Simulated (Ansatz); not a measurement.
# ZnS3: the cost of one run

Computed with Ansatz 0.2.0 (DFT PBE, scalar-relativistic, plane waves, PAW, unless a step's input says otherwise).

## 1. The starting structure

It takes space group P6_3/mcm (No. 193, hexagonal). The conventional cell has a = 5.942 Å, b = 5.942 Å, c = 5.515 Å, α = 90.00°, β = 90.00°, γ = 120.00°. Around Zn (site symmetry -3m) lie 6 S at 2.32 Å. S (site symmetry m2m) is surrounded by 2 Zn at 2.32 Å.

As a file:

```xyz
8
Lattice="5.9416 0.0000 0.0000 -2.9708 5.1456 0.0000 0.0000 0.0000 5.5152" Properties=species:S:1:pos:R:3 pbc="T T T"
Zn    0.0000    0.0000    0.0000
Zn    0.0000    0.0000    2.7576
S     1.8716    0.0000    1.3788
S     0.9358    1.6209    4.1364
S    -0.9358    1.6209    1.3788
S     4.0700    0.0000    4.1364
S     2.0350    3.5247    1.3788
S    -2.0350    3.5247    4.1364
```

A structure generator made this guess: species swapped into a database cell of TiCl3 (P6_3/mcm, No. 193), with Zn on the Ti sites and S on the Cl sites. The dimensions are guesses.

## 2. Probe: one point on a coarse mesh

input.yaml reads:

```yaml
crystal:
  lattice:
    - [5.94164957, 0.0, 0.0]
    - [-2.97082478, 5.14561946, 0.0]
    - [0.0, 0.0, 5.51521528]
  atoms:
    - { symbol: Zn, position: [0.0, 0.0, 0.0] }
    - { symbol: Zn, position: [0.0, 0.0, 0.5] }
    - { symbol: S, position: [0.315, 0.0, 0.25] }
    - { symbol: S, position: [0.315, 0.315, 0.75] }
    - { symbol: S, position: [0.0, 0.315, 0.25] }
    - { symbol: S, position: [0.685, 0.0, 0.75] }
    - { symbol: S, position: [0.685, 0.685, 0.25] }
    - { symbol: S, position: [0.0, 0.685, 0.75] }
basis:
  ecutwfc: 420
kpoints:
  mp_grid: { grid: [3, 3, 4] }
hamiltonian:
  xc: pbe
scf:
  occupations: { method: gaussian, width: 0.1 }
  lower_state_search: "off"
output:
  forces: true
  stress: true
  eigenvalues: true
```

Started as:

```console
$ ansatz run input.yaml --threads 1 --pin off --max-ram 2560MiB --backend cpu --events-out ev --progress --plain --runs-dir out
```

**Question.** How long does this run take on 1 thread of Intel Xeon at 2.70GHz, shared host, and how much memory does it need?

About 5.7 s, with a peak of 0.42 GiB.
